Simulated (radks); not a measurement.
# Ionisation energy and size from Gd to Re

One table from this session's results is given with a row withheld; the runs are named, their logs left out.

Program: radks (a radial shooting solver on a logarithmic mesh, Libxc functionals) version 1. Level of theory: scalar-relativistic Kohn-Sham, PBE, spin-polarised, spherical densities, finite nucleus; open shells are filled with parallel spins first. These are calculated values, not measurements, unless marked.

### The atom as given

- species: Gd, Tb, Dy, Ho, Er, Tm, Yb, Lu, Hf, Ta, W, Re
- runs: 24, each species and its next ion

Set-up of the first run:

Input:

```text
Z 64
configuration [Xe] 4f7 5d1 6s2
relativity scalar-relativistic
functional pbe,pbe
spin polarised
nucleus finite rms 5.1569 fm
c 137.035999084
```

Among the steps run: Gd, [Xe] 4f7 5d1 6s2.

One table of the session follows, with a row left open; its other results are not shown here.

It belongs to the step «Gd, [Xe] 4f7 5d1 6s2». From the orbitals of this run (lengths in bohr):

```
  level     <r>  outermost maximum (interpolated)  90 % within  nodes
  5p up   1.550                              1.35         2.27      3
5p down   1.585                              1.37         2.33      3
  4f up  0.8537                             0.567         1.46      0
4f down  0.9061                             0.569         1.58      0
  6s up   3.923                              3.34         5.79      5
6s down   4.123                              3.49         6.11      5
  5d up   2.741                              1.93         4.48      2
5d down       ?                                 ?            ?      ?
```

Q: Estimate the row for 5d down from the others.

As computed: <r>: 3.109; outermost maximum (interpolated): 2.04; 90 % within: 5.22; nodes: 2. In the column «<r>» it lies between 5d up (2.741) and 6s up (3.923).

Caveats from the session: For Gd, Tb, Dy, Ho, Er, Tm, Yb, Lu, Hf, Ta the highest level isn't the widest one, so −ε(HOMO) and <r> belong to different orbitals, and Δ-SCF follows the ion's typed configuration. Open shells are spherical and high-spin; term and fine-structure splittings are not resolved.
